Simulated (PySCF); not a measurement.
# GeBrClF2 (SMILES [F][Ge]([F])([Cl])[Br]): levels of theory compared

We compute a comparison of 5 runs (HF/def2-SVP, B3LYP/6-31G*, BP86/def2-SVP, BLYP/aug-cc-pVDZ, r2SCAN/def2-SVPD) of GeBrClF2. 

Program for the calculation: PySCF 2.14.0.

### Step 1. The structure to begin with

GeBrClF2: 5 atoms, total charge 0, spin state singlet. SMILES: `[F][Ge]([F])([Cl])[Br]`. The shape is that of a PBE0-D4/def2-TZVP optimisation.

Bond lengths: F1–Ge2 1.707 Å, Ge2–F3 1.707 Å, Ge2–Cl4 2.100 Å, Ge2–Br5 2.249 Å. Angles: F1–Ge2–F3 105.8°, F1–Ge2–Cl4 108.8°, F1–Ge2–Br5 109.7°, F3–Ge2–Cl4 108.8°, F3–Ge2–Br5 109.7°, Cl4–Ge2–Br5 113.8°.

### Step 2. Energy and forces at HF/def2-SVP (run 1)

File mol.xyz:

```xyz
5

F      1.229300    -1.153600     0.506100
Ge     0.008600    -0.053100     0.045100
F     -0.903000     0.248500     1.456600
Cl    -1.231900    -0.975600    -1.376700
Br     0.946900     1.860200    -0.672500
```

File input.py:

```python
# [F][Ge]([F])([Cl])[Br]
from pyscf import gto

molecule = gto.M(
    atom='mol.xyz',
    basis='def2-svp',
    max_memory=1860,
    charge=0,
    spin=0,
    verbose=4,
)

mf = molecule.RHF()
mf.conv_tol = 1e-10
mf.kernel()
if not mf.converged:
    mf = mf.newton().run(mf.mo_coeff, mf.mo_occ)

e_tot = mf.e_tot
print('E = %.10f Eh' % e_tot)
grad = mf.nuc_grad_method().kernel()
mf.analyze()
```

The run is started by

```console
$ OMP_NUM_THREADS=1 python input.py
```

What it wrote:

```text
PySCF version 2.14.0

[INPUT] num. atoms = 5
[INPUT] num. electrons = 102
[INPUT] charge = 0
[INPUT] spin (= nelec alpha-beta = 2S) = 0
[INPUT] symmetry False subgroup None
[INPUT] Mole.unit = angstrom
[INPUT] Symbol           X                Y                Z      unit          X                Y                Z       unit  Magmom
[INPUT]  1 F      1.229300000000  -1.153600000000   0.506100000000 AA    2.323040324928  -2.179988057298   0.956390391642 Bohr   0.0
[INPUT]  2 Ge     0.008600000000  -0.053100000000   0.045100000000 AA    0.016251644671  -0.100344457214   0.085226648218 Bohr   0.0
[INPUT]  3 F     -0.903000000000   0.248500000000   1.456600000000 AA   -1.706422690482   0.469596941954   2.752575073041 Bohr   0.0
[INPUT]  4 Cl    -1.231900000000  -0.975600000000  -1.376700000000 AA   -2.327953612852  -1.843616807126  -2.601585955689 Bohr   0.0
[INPUT]  5 Br     0.946900000000   1.860200000000  -0.672500000000 AA    1.789381667351   3.515268536916  -1.270840818770 Bohr   0.0

[... 67 lines left out ...]
DFT Exchange-Correlation Energy =     -215.064009157923465
[... 11 lines left out ...]
MO #10  energy= -46.3706116092327  occ= 2
[... 9 lines left out ...]
MO #20  energy= -7.48687848756302  occ= 2
[... 9 lines left out ...]
MO #30  energy= -3.22524617512577  occ= 2
[... 9 lines left out ...]
MO #40  energy= -0.794568388675851 occ= 2
[... 9 lines left out ...]
MO #50  energy= -0.469817847317435 occ= 2
[... 9 lines left out ...]
MO #60  energy= 0.489989987137492  occ= 0
[... 9 lines left out ...]
MO #70  energy= 0.835868298850724  occ= 0
[... 9 lines left out ...]
MO #80  energy= 1.2319491032911    occ= 0
[... 9 lines left out ...]
MO #90  energy= 2.08200936305614   occ= 0
[... 9 lines left out ...]
MO #100 energy= 3.47173135014958   occ= 0
[... 9 lines left out ...]
MO #110 energy= 4.11102491871359   occ= 0
[... 79 lines left out ...]
pop of  3 Cl 3dx2-y2      0.00153
pop of  4 Br 1s           2.00000
pop of  4 Br 2s           1.99995
pop of  4 Br 3s           1.99886
pop of  4 Br 4s           1.89819
pop of  4 Br 5s           0.00215
pop of  4 Br 2px          1.99999
pop of  4 Br 2py          1.99999
pop of  4 Br 2pz          1.99999
pop of  4 Br 3px          1.99994
pop of  4 Br 3py          1.99990
pop of  4 Br 3pz          1.99995
pop of  4 Br 4px          1.84154
pop of  4 Br 4py          1.55615
pop of  4 Br 4pz          1.88422
pop of  4 Br 5px          0.00062
pop of  4 Br 5py          0.00124
pop of  4 Br 5pz          0.00054
pop of  4 Br 3dxy         1.99999
pop of  4 Br 3dyz         1.99999
pop of  4 Br 3dz^2        1.99999
pop of  4 Br 3dxz         1.99999
pop of  4 Br 3dx2-y2      1.99999
pop of  4 Br 4dxy         0.00631
pop of  4 Br 4dyz         0.00464
pop of  4 Br 4dz^2        0.00246
pop of  4 Br 4dxz         0.00135
pop of  4 Br 4dx2-y2      0.00499
pop of  4 Br 5dxy         0.00002
pop of  4 Br 5dyz         0.00002
pop of  4 Br 5dz^2        0.00001
pop of  4 Br 5dxz         0.00001
pop of  4 Br 5dx2-y2      0.00002
 ** Mulliken atomic charges  **
charge of    0F =     -0.51201
charge of    1Ge =      1.47469
charge of    2F =     -0.51204
charge of    3Cl =     -0.24763
charge of    4Br =     -0.20301
Dipole moment(X, Y, Z, Debye): -0.03065,  0.91716, -1.42400
```

It took 33 s on 1 thread of Intel Xeon at 2.50GHz (Skylake/Cascade Lake), shared host; peak memory 0.26 GiB.

### Step 3. Energy and gradient at B3LYP/6-31G(d) (spherical functions) (run 2)

File run.py:

```python
# [F][Ge]([F])([Cl])[Br]
from pyscf import gto, dft

molecule = gto.M(
    atom=[
    ('F', (1.229300, -1.153600, 0.506100)),
    ('Ge', (0.008600, -0.053100, 0.045100)),
    ('F', (-0.903000, 0.248500, 1.456600)),
    ('Cl', (-1.231900, -0.975600, -1.376700)),
    ('Br', (0.946900, 1.860200, -0.672500)),
],
    spin=0,
    verbose=3,
    basis='6-31g*',
    max_memory=1860,
    charge=0,
)

calc0 = dft.RKS(molecule)
calc0.xc = 'b3lyp'
calc0.grids.level = 5
calc0.conv_tol = 1e-10
calc0.kernel()
if not calc0.converged:
    calc0 = calc0.newton().run(calc0.mo_coeff, calc0.mo_occ)

e_final = calc0.e_tot
print('Final energy', e_final)
grad = calc0.nuc_grad_method().kernel()
calc0.analyze()
```

The run is started by

```console
$ OMP_NUM_THREADS=1 python run.py
```

What it wrote:

```text
converged SCF energy = -5310.65898144302
Final energy -5310.658981443016
[... 18 lines left out ...]
MO #10  energy= -44.448903396208   occ= 2
[... 9 lines left out ...]
MO #20  energy= -6.5677086783196   occ= 2
[... 9 lines left out ...]
MO #30  energy= -2.6610343312896   occ= 2
[... 9 lines left out ...]
MO #40  energy= -0.59569508313134  occ= 2
[... 9 lines left out ...]
MO #50  energy= -0.340369793297874 occ= 2
[... 9 lines left out ...]
MO #60  energy= 0.253557159241493  occ= 0
[... 9 lines left out ...]
MO #70  energy= 0.546793813235948  occ= 0
[... 9 lines left out ...]
MO #80  energy= 0.928739336203029  occ= 0
[... 9 lines left out ...]
MO #90  energy= 1.78329514925576   occ= 0
[... 9 lines left out ...]
MO #100 energy= 2.49018082528119   occ= 0
[... 9 lines left out ...]
MO #110 energy= 4.86723527137973   occ= 0
[... 6 lines left out ...]
Dipole moment(X, Y, Z, Debye):  0.06105,  0.76646, -0.99549
```

It took 2.2 min on 1 thread of Intel Xeon at 2.50GHz (Skylake/Cascade Lake), shared host; peak memory 1.1 GiB.

### Step 4. Energy and forces at BP86/def2-SVP (run 3)

File geometry.xyz:

```xyz
5
BrClF2Ge
F      1.229300    -1.153600     0.506100
Ge     0.008600    -0.053100     0.045100
F     -0.903000     0.248500     1.456600
Cl    -1.231900    -0.975600    -1.376700
Br     0.946900     1.860200    -0.672500
```

File run.py:

```python
from pyscf import gto, dft

system = gto.M(
    atom='geometry.xyz',
    max_memory=1860,
    charge=0,
    basis='def2-svp',
    verbose=4,
    spin=0,
)

mf = dft.RKS(system)
mf.xc = 'bp86'
mf.conv_tol = 1e-10
mf.grids.level = 5
mf.kernel()
if not mf.converged:
    mf = mf.newton().run(mf.mo_coeff, mf.mo_occ)

etot = mf.e_tot
print(f'total energy: {etot:.8f} hartree')
grad = mf.nuc_grad_method().kernel()
mf.analyze()
```

The run is started by

```console
$ OMP_NUM_THREADS=1 python run.py
```

What it wrote:

```text
PySCF version 2.14.0

[INPUT] num. atoms = 5
[INPUT] num. electrons = 102
[INPUT] charge = 0
[INPUT] spin (= nelec alpha-beta = 2S) = 0
[INPUT] symmetry False subgroup None
[INPUT] Mole.unit = angstrom
[INPUT] Symbol           X                Y                Z      unit          X                Y                Z       unit  Magmom
[INPUT]  1 F      1.229300000000  -1.153600000000   0.506100000000 AA    2.323040324928  -2.179988057298   0.956390391642 Bohr   0.0
[INPUT]  2 Ge     0.008600000000  -0.053100000000   0.045100000000 AA    0.016251644671  -0.100344457214   0.085226648218 Bohr   0.0
[INPUT]  3 F     -0.903000000000   0.248500000000   1.456600000000 AA   -1.706422690482   0.469596941954   2.752575073041 Bohr   0.0
[INPUT]  4 Cl    -1.231900000000  -0.975600000000  -1.376700000000 AA   -2.327953612852  -1.843616807126  -2.601585955689 Bohr   0.0
[INPUT]  5 Br     0.946900000000   1.860200000000  -0.672500000000 AA    1.789381667351   3.515268536916  -1.270840818770 Bohr   0.0

[... 87 lines left out ...]
DFT Exchange-Correlation Energy =     -220.227579152506138
[... 11 lines left out ...]
MO #10  energy= -43.9018650510045  occ= 2
[... 9 lines left out ...]
MO #20  energy= -6.31637245887766  occ= 2
[... 9 lines left out ...]
MO #30  energy= -2.51917240850175  occ= 2
[... 9 lines left out ...]
MO #40  energy= -0.536970204191469 occ= 2
[... 9 lines left out ...]
MO #50  energy= -0.301563277963916 occ= 2
[... 9 lines left out ...]
MO #60  energy= 0.292329576098251  occ= 0
[... 9 lines left out ...]
MO #70  energy= 0.566748225655606  occ= 0
[... 9 lines left out ...]
MO #80  energy= 0.917350403252821  occ= 0
[... 9 lines left out ...]
MO #90  energy= 1.68300248093932   occ= 0
[... 9 lines left out ...]
MO #100 energy= 2.98891926409774   occ= 0
[... 9 lines left out ...]
MO #110 energy= 3.51652018537277   occ= 0
[... 79 lines left out ...]
pop of  3 Cl 3dx2-y2      0.00138
pop of  4 Br 1s           2.00000
pop of  4 Br 2s           1.99991
pop of  4 Br 3s           1.99896
pop of  4 Br 4s           1.91604
pop of  4 Br 5s           0.00301
pop of  4 Br 2px          1.99999
pop of  4 Br 2py          1.99999
pop of  4 Br 2pz          1.99999
pop of  4 Br 3px          1.99979
pop of  4 Br 3py          1.99972
pop of  4 Br 3pz          1.99980
pop of  4 Br 4px          1.82077
pop of  4 Br 4py          1.52798
pop of  4 Br 4pz          1.86660
pop of  4 Br 5px          0.00105
pop of  4 Br 5py          0.00249
pop of  4 Br 5pz          0.00083
pop of  4 Br 3dxy         1.99986
pop of  4 Br 3dyz         1.99987
pop of  4 Br 3dz^2        1.99988
pop of  4 Br 3dxz         1.99988
pop of  4 Br 3dx2-y2      1.99986
pop of  4 Br 4dxy         0.00446
pop of  4 Br 4dyz         0.00351
pop of  4 Br 4dz^2        0.00188
pop of  4 Br 4dxz         0.00123
pop of  4 Br 4dx2-y2      0.00374
pop of  4 Br 5dxy         0.00003
pop of  4 Br 5dyz         0.00002
pop of  4 Br 5dz^2        0.00001
pop of  4 Br 5dxz         0.00001
pop of  4 Br 5dx2-y2      0.00002
 ** Mulliken atomic charges  **
charge of    0F =     -0.40061
charge of    1Ge =      1.13931
charge of    2F =     -0.40063
charge of    3Cl =     -0.18689
charge of    4Br =     -0.15117
Dipole moment(X, Y, Z, Debye): -0.00476,  0.71700, -1.07020
```

Wall time 85 s (1 thread of Intel Xeon at 2.50GHz (Skylake/Cascade Lake), shared host); peak memory 1.1 GiB.

Run 4 isn't shown in full; the table further down has it.

### Step 5. Energy and gradient at r2SCAN/def2-SVPD (run 5)

File calc.py:

```python
# [F][Ge]([F])([Cl])[Br]
from pyscf import gto, dft

mol = gto.M(
    atom='''
F        1.229300      -1.153600       0.506100
Ge       0.008600      -0.053100       0.045100
F       -0.903000       0.248500       1.456600
Cl      -1.231900      -0.975600      -1.376700
Br       0.946900       1.860200      -0.672500
''',
    spin=0,
    max_memory=1860,
    verbose=4,
    basis='def2-svpd',
)

myscf = dft.RKS(mol, xc='r2scan')
myscf.conv_tol = 1e-10
myscf.grids.level = 5
myscf.kernel()
if not myscf.converged:
    myscf = myscf.newton().run(myscf.mo_coeff, myscf.mo_occ)

e_tot = myscf.e_tot
print(f'total energy: {e_tot:.8f} hartree')
grad = myscf.nuc_grad_method().kernel()
dip = myscf.dip_moment()
pop, q = myscf.mulliken_pop()
```

The run is started by

```console
$ OMP_NUM_THREADS=1 python calc.py
```

What it wrote:

```text
PySCF version 2.14.0

[INPUT] num. atoms = 5
[INPUT] num. electrons = 102
[INPUT] charge = 0
[INPUT] spin (= nelec alpha-beta = 2S) = 0
[INPUT] symmetry False subgroup None
[INPUT] Mole.unit = angstrom
[INPUT] Symbol           X                Y                Z      unit          X                Y                Z       unit  Magmom
[INPUT]  1 F      1.229300000000  -1.153600000000   0.506100000000 AA    2.323040324928  -2.179988057298   0.956390391642 Bohr   0.0
[INPUT]  2 Ge     0.008600000000  -0.053100000000   0.045100000000 AA    0.016251644671  -0.100344457214   0.085226648218 Bohr   0.0
[INPUT]  3 F     -0.903000000000   0.248500000000   1.456600000000 AA   -1.706422690482   0.469596941954   2.752575073041 Bohr   0.0
[INPUT]  4 Cl    -1.231900000000  -0.975600000000  -1.376700000000 AA   -2.327953612852  -1.843616807126  -2.601585955689 Bohr   0.0
[INPUT]  5 Br     0.946900000000   1.860200000000  -0.672500000000 AA    1.789381667351   3.515268536916  -1.270840818770 Bohr   0.0

[... 65 lines left out ...]
converged SCF energy = -5310.2340734315
total energy: -5310.23407343 hartree
[... 12 lines left out ...]
Dipole moment(X, Y, Z, Debye):  0.02539,  0.86625, -1.22302
[... 119 lines left out ...]
pop of  4 Br 2py          1.99866
pop of  4 Br 2pz          1.99882
pop of  4 Br 3px          1.99284
pop of  4 Br 3py          1.99157
pop of  4 Br 3pz          1.99304
pop of  4 Br 4px          0.82513
pop of  4 Br 4py          0.71197
pop of  4 Br 4pz          0.84358
pop of  4 Br 5px          0.98521
pop of  4 Br 5py          0.82198
pop of  4 Br 5pz          1.01251
pop of  4 Br 6px          0.04209
pop of  4 Br 6py          0.03460
pop of  4 Br 6pz          0.04657
pop of  4 Br 3dxy         1.63863
pop of  4 Br 3dyz         1.63865
pop of  4 Br 3dz^2        1.63914
pop of  4 Br 3dxz         1.63932
pop of  4 Br 3dx2-y2      1.63854
pop of  4 Br 4dxy         0.34793
pop of  4 Br 4dyz         0.34780
pop of  4 Br 4dz^2        0.34734
pop of  4 Br 4dxz         0.34715
pop of  4 Br 4dx2-y2      0.34791
pop of  4 Br 5dxy         0.02176
pop of  4 Br 5dyz         0.01970
pop of  4 Br 5dz^2        0.01698
pop of  4 Br 5dxz         0.01556
pop of  4 Br 5dx2-y2      0.02008
pop of  4 Br 6dxy         0.00796
pop of  4 Br 6dyz         0.00657
pop of  4 Br 6dz^2        0.00355
pop of  4 Br 6dxz         0.00226
pop of  4 Br 6dx2-y2      0.00613
 ** Mulliken atomic charges  **
charge of    0F =     -0.72586
charge of    1Ge =      2.19883
charge of    2F =     -0.72580
charge of    3Cl =     -0.43919
charge of    4Br =     -0.30797
```

Wall time 2.9 min (1 thread of Intel Xeon at 2.50GHz (Skylake/Cascade Lake), shared host); peak memory 1.8 GiB.

### Step 6. All runs side by side

| run | level | integration grid | energy (Eh) | dipole moment (D) | HOMO energy (eV) | LUMO energy (eV) | wall time |
| --- | --- | --- | --- | --- | --- | --- | --- |
| 1 | HF/def2-SVP | – | -5305.436196 | 1.69 | -12.67 | 2.13 | 33 s |
| 2 | B3LYP/6-31G* (spherical functions) | 5 | -5310.658981 | 1.26 | -9.18 | -2.47 | 2.2 min |
| 3 | BP86/def2-SVP | 5 | -5310.902288 | 1.29 | -8.13 | -3.07 | 85 s |
| 4 | BLYP/aug-cc-pVDZ | 5 | -5311.240539 | 1.44 | -8.05 | -3.30 | 3.4 min |
| 5 | r2SCAN/def2-SVPD | 5 | -5310.234073 | 1.50 | -8.66 | -3.10 | 2.9 min |

### Step 7. Results

| quantity | value |
| --- | --- |
| run 5: total energy | -5310.23407 Eh |
| run 5: dipole moment | 1.50 D |
| run 5: HOMO energy | -8.66 eV |
| run 5: LUMO energy | -3.10 eV |
| run 5: HOMO–LUMO gap | 5.56 eV |
| run 5: largest force on an atom | 0.533 eV/Å |

The dipole moment (its size) runs from 1.26 D (B3LYP/6-31G*) to 1.69 D (HF/def2-SVP). The two ends differ in method and basis. The HOMO–LUMO gap runs from 4.75 eV (BLYP/aug-cc-pVDZ) to 14.80 eV (HF/def2-SVP). Totals of different functionals can't be ranked against each other. All runs together took 11 min, the longest 3.4 min.
